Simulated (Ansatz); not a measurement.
# BaWO4: the cost of one run

Computed with Ansatz 0.2.0, driven from Python. Level of theory: DFT r2SCAN+D3(BJ) with three-body term, plane waves, PAW.

### 1 Starting point

Symmetry: I4_1/a, No. 88, tetragonal system. The conventional cell has a = 5.667 Å, b = 5.667 Å, c = 12.739 Å, α = 90.00°, β = 90.00°, γ = 90.00°. Ba (site symmetry -4) has 8 O at 2.76 to 2.80 Å as nearest neighbours. W (site symmetry -4) is surrounded by 4 O at 1.79 Å. Around O (site symmetry 1) lie 1 W at 1.79 Å.

The script reads POSCAR_bawo4:

```text
BaWO4
1.0
  -2.83336590    2.83336590    6.36926687
   2.83336590   -2.83336590    6.36926687
   2.83336590    2.83336590   -6.36926687
Ba W O
2 2 8
Direct
   0.25000000    0.75000000    0.50000000
   0.50000000    0.50000000    0.00000000
   0.75000000    0.25000000    0.50000000
   0.00000000    0.00000000    0.00000000
   0.15214477    0.04689186    0.35623995
   0.69065191    0.79590482    0.64376005
   0.05934809    0.45409518    0.85623995
   0.54590482    0.40214477    0.60525291
   0.20409518    0.84785523    0.89474709
   0.95310814    0.30934809    0.10525291
   0.79689186    0.94065191    0.39474709
   0.59785523    0.20310814    0.14376005
```

### 2 Script

Input file bands_bawo4.py:

```python
import logging
import sys

import ansatz
from ase.io import read
import numpy as np

logging.basicConfig(stream=sys.stdout, format="[%(levelname)s] %(message)s")
logger = logging.getLogger("ansatz_job")
logger.setLevel(logging.INFO)


def main() -> None:
    atoms = read("POSCAR_bawo4", format="vasp")
    system = ansatz.Crystal.from_ase(atoms)

    path = [
        ("G", (0.0, 0.0, 0.0)),
        ("X", (0.0, 0.0, 0.5)),
        ("P", (0.25, 0.25, 0.25)),
        ("N", (0.0, 0.5, 0.0)),
        ("G", (0.0, 0.0, 0.0)),
        ("M", (0.5, 0.5, -0.5)),
        ("S", (0.29947, 0.70053, -0.29947)),
    ]
    base = (
        system.calculation()
        .functional("r2scan", dispersion="d3bjatm")
        .pseudopotentials("paw")
        .kpoints(5, center="monkhorst-pack")
        .occupations(ansatz.OccupationsMethod.FIXED)
        .scf(extra_bands=12, lower_state_search="light")
        .band_structure([point for _, point in path], intervals=10)
        .scf(extra_bands=6)
        .stress()
    )
    outcome = base.run(threads=1, pin="off")
    rep = outcome.report

    n_atoms = len(rep["lattice"]["sites"])
    print("F =", round(rep["free_energy_ev"], 4), "eV for", n_atoms, "atoms")
    print("E(sigma -> 0) =", round(rep["energy_sigma0_ev"], 4), "eV, TS =", round(rep["entropy_ts_ev"], 5), "eV")
    print("closed by", rep["closed_by"], "after", rep["n_iterations"], "iterations")

    stress = np.array(rep["stress_gpa"])
    logger.info(f"pressure {np.trace(stress) / 3:.3f} GPa")
    logger.info("stress tensor, GPa, positive in compression")
    print(np.round(stress, 3) + 0.0)

    bands = outcome.band_structure()
    fermi = bands.fermi_energy_ev
    logger.info(f"zero of the bands: {fermi:.3f} eV, the Fermi level found on the SCF mesh")
    for spin, channel in enumerate(bands.channels):
        print("channel", spin, "- computed levels within 8 eV of the Fermi level")
        for i, (label, _) in enumerate(path):
            levels = channel.eigenvalues_ev[i * 10] - fermi
            print(f"  {label:3s}", " ".join(f"{e:7.3f}" for e in levels if abs(e) < 8))


if __name__ == "__main__":
    main()
```

### 3 The input behind the calls

The package turns the script's settings into the engine's input:

```yaml
crystal:
  lattice:
    - [-2.8333659, 2.8333659, 6.36926687]
    - [2.8333659, -2.8333659, 6.36926687]
    - [2.8333659, 2.8333659, -6.36926687]
  atoms:
    - { symbol: Ba, position: [0.25, 0.75, 0.5] }
    - { symbol: Ba, position: [0.5, 0.5, 0.0] }
    - { symbol: W, position: [0.7499999999999999, 0.25000000000000006, 0.49999999999999994] }
    - { symbol: W, position: [0.0, 0.0, 0.0] }
    - { symbol: O, position: [0.15214477000000004, 0.04689185999999999, 0.35623995] }
    - { symbol: O, position: [0.6906519099999999, 0.79590482, 0.64376005] }
    - { symbol: O, position: [0.05934809, 0.45409517999999993, 0.85623995] }
    - { symbol: O, position: [0.54590482, 0.40214477, 0.60525291] }
    - { symbol: O, position: [0.20409517999999993, 0.84785523, 0.89474709] }
    - { symbol: O, position: [0.95310814, 0.30934809, 0.10525291000000002] }
    - { symbol: O, position: [0.79689186, 0.94065191, 0.39474709] }
    - { symbol: O, position: [0.59785523, 0.20310814, 0.14376005] }
kpoints:
  mp_grid:
    grid: [5, 5, 5]
    shift: [0.0, 0.0, 0.0]
  band_path:
    path:
      - [0.0, 0.0, 0.0]
      - [0.0, 0.0, 0.5]
      - [0.25, 0.25, 0.25]
      - [0.0, 0.5, 0.0]
      - [0.0, 0.0, 0.0]
      - [0.5, 0.5, -0.5]
      - [0.29947, 0.70053, -0.29947]
    npoints: 10
hamiltonian:
  xc: r2scan
  dispersion: d3bjatm
  pseudopotentials:
    kind: paw
scf:
  n_extra_bands: 6
  lower_state_search: light
  occupations:
    method: fixed
output:
  stress: true
```

### 4 Launch

Started as:

```sh
python bands_bawo4.py
```

Q: Estimate wall time and peak memory on 1 thread of Arm Neoverse V2, shared host.

About 66 s, with a peak of 1.6 GiB.
